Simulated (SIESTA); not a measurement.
Nb2Pd:

```
CELL_PARAMETERS angstrom
0.00000 2.14539 6.53792
1.81814 0.00000 6.53792
1.81814 2.14539 0.00000
ATOMIC_POSITIONS crystal
Pd 0.00000 0.00000 0.00000
Nb 0.66233 0.66233 0.33767
Nb 0.33767 0.33767 0.66233
```

The cell comes from a database or a generator and needn't be the stable form of this composition.

* Program: SIESTA 5.4.2
* Task: single point
* Functional: PBEsol
* Potentials or basis: PseudoDojo 0.4 standard (PBEsol files)
* Basis: DZP (energy shift 0.003 Ry; two zetas on semicore shells)
* Grid cutoff: 800 Ry
* Energy shift: 0.003 Ry
* k mesh: 10 × 10 × 10
* Occupations: fermi-dirac, width 0.05 eV
* Spin: no spin polarisation

On this cell: pressure -5.2 GPa; largest force 0.018 eV/Å; band gap on the k mesh none (metal or under the smearing width).

The same run follows on a disturbed copy (atoms moved at random, drawn with an rms of 0.05 Å):

```
Pd Nb
1.0
     0.00000    2.14539    6.53792
     1.81814    0.00000    6.53792
     1.81814    2.14539    0.00000
Pd Nb
1 2
Direct
  0.98854 0.01172 0.98613
  0.66290 0.65901 0.34631
  0.32871 0.34568 0.67392
```

Problem. What changes?

Solution. The energy (extrapolated to zero smearing) moves by +2.9 meV/atom; pressure -5.1 GPa; largest force 0.216 eV/Å; band gap on the k mesh none (metal or under the smearing width).

Forces in eV/Å, atoms in the order of the input:
```
Pd   0.124  0.134 -0.116
Nb   0.025 -0.104  0.151
Nb  -0.149 -0.030 -0.034
```

Stress tensor (GPa, compression positive):
```
-5.20 -0.04  0.16
-0.04 -5.23  0.00
 0.16  0.00 -4.88
```

Caveats: the basis of atomic orbitals isn't converged, which shifts pressures, moduli and gaps.
